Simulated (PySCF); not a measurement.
# CsBr+: from the state search to spectroscopic constants

An exercise on one series of results from a longer session: the logs are not shown, and one member is left open.

Computed with PySCF 2.14.0. Level: Cs def2-SVP with ECP46, Br def2-SVP, scalar-relativistic core potentials.

Set-up of the first run:

Settings of the job:

| Property | Result |
| --- | --- |
| atoms | Cs, Br |
| charge | 1 |
| basis | Cs def2-SVP with ECP46, Br def2-SVP |
| Hamiltonian | scalar-relativistic core potentials |
| basis functions | 56 |
| electrons treated | 43 |
| masses in u | 132.9054, 78.9183 |
| levels | PBE0, PBE, r²SCAN, M06, B2PLYP, B3LYP, HF, MP2, SCS-MP2, CCSD, CCSD(T) |
| grid | 80 radial by 434 angular points |
| occupations | held fixed by the projection of orbital angular momentum |
| dissociation limit | Cs+ + Br, each in its ground configuration |
| starting distance in angstrom | 3.420 |
| values of 2S to try | 1, 3 |

Command:

```sh
$ OMP_NUM_THREADS=1 python dia.py task.json out
```

Among the steps run: The job; PBE0 along the bond; Excited determinants; PBE; r²SCAN (meta-GGA); M06 (hybrid meta-GGA); B2PLYP; B3LYP; UHF (mean field); MP2 and coupled cluster.

One of the session's tables, all rows but one given; the rest of the session is left out.

```
      level  Re (Å)  ωe (cm⁻¹)  De (eV)
        UHF   4.003       43.9    0.152
    UHF-MP2   3.844       53.9    0.210
UHF-SCS-MP2   3.866       52.4    0.201
   UHF-CCSD   3.851       53.7    0.208
UHF-CCSD(T)       ?          ?        ?
        PBE   3.805       53.8    0.233
     r²SCAN   3.836       52.3    0.199
      B3LYP   3.854       51.1    0.205
       PBE0   3.809       52.6    0.206
        M06   3.773       57.0    0.205
     B2PLYP   3.841       52.7    0.206
```

Q: Estimate the row for UHF-CCSD(T) from the others.

**Answer.** Re (Å): 3.842; ωe (cm⁻¹): 54.5; De (eV): 0.213. In the column «Re (Å)» it lies between B2PLYP (3.841) and UHF-MP2 (3.844).

De is counted to Cs+ + Br in their ground configurations.

Caveats from the session: The bond is weak, and basis-set superposition, which was not computed, may be a sizeable part of it.
